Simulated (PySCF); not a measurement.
**C3H6AsN (SMILES C[AsH]CC#N): levels of theory compared**

Wanted: a comparison of 5 runs (HF/def2-SVP, B3LYP/6-31G*, BLYP/def2-SVP, PBE0/def2-SVP, TPSSh/6-311G**) of C3H6AsN. The job is set up through a Python script.

Program for the calculation: PySCF 2.14.0.

## (1) The structure to begin with

C3H6AsN: 11 atoms, total charge 0, spin state singlet. SMILES: `C[AsH]CC#N`. Geometry: a GFN2-xTB relaxation, a rough one for these elements and not checked as a minimum. This is one conformer, not always the lowest.

Bond lengths: C1–As2 1.970 Å, As2–C3 2.011 Å, C3–C4 1.428 Å, C4–N5 1.145 Å, C1–H6 1.089 Å, C1–H7 1.090 Å, C1–H8 1.089 Å, As2–H9 1.513 Å, C3–H10 1.093 Å, C3–H11 1.093 Å. Some angles: C1–As2–C3 96.2°, As2–C3–C4 107.7°, C3–C4–N5 176.9°, C1–As2–H9 94.7°, C3–As2–H9 92.2°, As2–C1–H6 111.8°, As2–C1–H7 108.7°, As2–C1–H8 110.3°, As2–C3–H10 109.9°, As2–C3–H11 110.2°.

## (2) Energy and gradient at HF/def2-SVP (run 1)

The input, input.py:

```python
import pyscf.grad
from pyscf import gto, scf

molecule = gto.Mole()
molecule.atom = '''
C     -1.485280    -0.087760     0.632930
As     0.327450     0.398200     1.231900
C      1.263040    -0.117510    -0.471820
C      0.913540     0.843820    -1.468000
N      0.588300     1.634500    -2.229380
H     -1.506000    -1.068350     0.159720
H     -1.827860     0.656510    -0.086110
H     -2.174930    -0.087630     1.476040
H      0.613430    -0.946410     1.863760
H      2.345150    -0.112780    -0.318180
H      0.943180    -1.112570    -0.790850
'''
molecule.verbose = 4
molecule.max_memory = 1860
molecule.basis = 'def2-svp'
molecule.build()

calc0 = scf.RHF(molecule)
calc0.conv_tol = 1e-10
calc0.kernel()
if not calc0.converged:
    calc0 = calc0.newton().run(calc0.mo_coeff, calc0.mo_occ)

energy = calc0.e_tot
print(f'total energy: {energy:.8f} hartree')
grad = calc0.Gradients().kernel()
dip = calc0.dip_moment()
pop, q = calc0.mulliken_pop()
```

Command:

```sh
$ OMP_NUM_THREADS=1 python input.py
```

The log of the run:

```text
PySCF version 2.14.0

[... 69 lines left out ...]
converged SCF energy = -2405.32222732736
total energy: -2405.32222733 hartree
[... 11 lines left out ...]
Dipole moment(X, Y, Z, Debye):  0.09828, -3.18469,  2.53636
[... 130 lines left out ...]
charge of   10H =      0.11001
```

It took 32 s on 1 thread of Intel Xeon at 2.70GHz, shared host; peak memory 0.3 GiB.

## (3) Energy and forces at B3LYP/6-31G(d) (spherical functions) (run 2)

The input, job.py:

```python
import pyscf.grad
from pyscf import gto, dft

molecule = gto.M(
    atom='''
C       -1.485280      -0.087760       0.632930
As       0.327450       0.398200       1.231900
C        1.263040      -0.117510      -0.471820
C        0.913540       0.843820      -1.468000
N        0.588300       1.634500      -2.229380
H       -1.506000      -1.068350       0.159720
H       -1.827860       0.656510      -0.086110
H       -2.174930      -0.087630       1.476040
H        0.613430      -0.946410       1.863760
H        2.345150      -0.112780      -0.318180
H        0.943180      -1.112570      -0.790850
''',
    spin=0,
    max_memory=1860,
    basis='6-31g*',
    verbose=4,
)

mf = dft.RKS(molecule, xc='b3lyp')
mf.conv_tol = 1e-10
mf.grids.level = 5
mf.kernel()
if not mf.converged:
    mf = mf.newton().run(mf.mo_coeff, mf.mo_occ)

energy = mf.e_tot
print(f'total energy: {energy:.8f} hartree')
grad = mf.Gradients().kernel()
dip = mf.dip_moment()
pop, q = mf.mulliken_pop()
```

Command:

```sh
$ OMP_NUM_THREADS=1 python job.py
```

The log of the run:

```text
PySCF version 2.14.0

[... 81 lines left out ...]
converged SCF energy = -2408.2793562348
total energy: -2408.27935623 hartree
[... 12 lines left out ...]
Dipole moment(X, Y, Z, Debye):  0.02504, -3.12908,  2.27167
[... 112 lines left out ...]
charge of   10H =      0.20478
```

It took 70 s on 1 thread of Intel Xeon at 2.70GHz, shared host; peak memory 0.99 GiB.

Runs 3 to 4 aren't shown in full; the table further down has their settings and results.

## (4) Energy and forces at TPSSh/6-311G(d,p) (run 5)

The input, calc.py:

```python
# C[AsH]CC#N
import pyscf.grad
from pyscf import gto, dft

mol = gto.M(
    atom='''
C   -1.485280  -0.087760   0.632930
As   0.327450   0.398200   1.231900
C    1.263040  -0.117510  -0.471820
C    0.913540   0.843820  -1.468000
N    0.588300   1.634500  -2.229380
H   -1.506000  -1.068350   0.159720
H   -1.827860   0.656510  -0.086110
H   -2.174930  -0.087630   1.476040
H    0.613430  -0.946410   1.863760
H    2.345150  -0.112780  -0.318180
H    0.943180  -1.112570  -0.790850
''',
    spin=0,
    basis='6-311g**',
    verbose=4,
    max_memory=1860,
)

ks = dft.RKS(mol)
ks.xc = 'tpssh'
ks.grids.level = 5
ks.conv_tol = 1e-10
ks.kernel()
if not ks.converged:
    ks = ks.newton().run(ks.mo_coeff, ks.mo_occ)

e_tot = ks.e_tot
print('E = %.10f Eh' % e_tot)
grad = ks.Gradients().kernel()
dip = ks.dip_moment()
pop, q = ks.mulliken_pop()
```

Command:

```sh
$ OMP_NUM_THREADS=1 python calc.py
```

The log of the run:

```text
PySCF version 2.14.0

[... 82 lines left out ...]
converged SCF energy = -2408.50542433019
[... 13 lines left out ...]
Dipole moment(X, Y, Z, Debye):  0.05642, -3.03868,  2.38726
[... 164 lines left out ...]
charge of   10H =      0.17817
```

It took 3.7 min on 1 thread of Intel Xeon at 2.70GHz, shared host; peak memory 1.8 GiB.

## (5) The series

| run | level | integration grid | energy (Eh) | dipole moment (D) | HOMO energy (eV) | LUMO energy (eV) | wall time |
| --- | --- | --- | --- | --- | --- | --- | --- |
| 1 | HF/def2-SVP | – | -2405.322227 | 4.07 | -10.10 | 3.48 | 32 s |
| 2 | B3LYP/6-31G* (spherical functions) | 5 | -2408.279356 | 3.87 | -7.23 | -0.12 | 70 s |
| 3 | BLYP/def2-SVP | 5 | -2408.093556 | 3.60 | -6.24 | -0.66 | 87 s |
| 4 | PBE0/def2-SVP | 5 | -2407.649214 | 3.84 | -7.54 | 0.08 | 85 s |
| 5 | TPSSh/6-311G** | 5 | -2408.505424 | 3.86 | -7.01 | -0.52 | 3.7 min |

## (6) Outcome

```
                       quantity           value
            run 5: total energy  -2408.50542 Eh
           run 5: dipole moment          3.86 D
             run 5: HOMO energy        -7.01 eV
             run 5: LUMO energy        -0.52 eV
           run 5: HOMO–LUMO gap         6.49 eV
run 5: largest force on an atom      1.779 eV/Å
```

What this shows: The dipole moment (its size) runs from 3.60 D (BLYP/def2-SVP) to 4.07 D (HF/def2-SVP). The HOMO–LUMO gap runs from 5.59 eV (BLYP/def2-SVP) to 13.58 eV (HF/def2-SVP). Exact exchange widens orbital gaps. Totals of different functionals can't be ranked against each other. All runs together took 8.2 min, the longest 3.7 min.
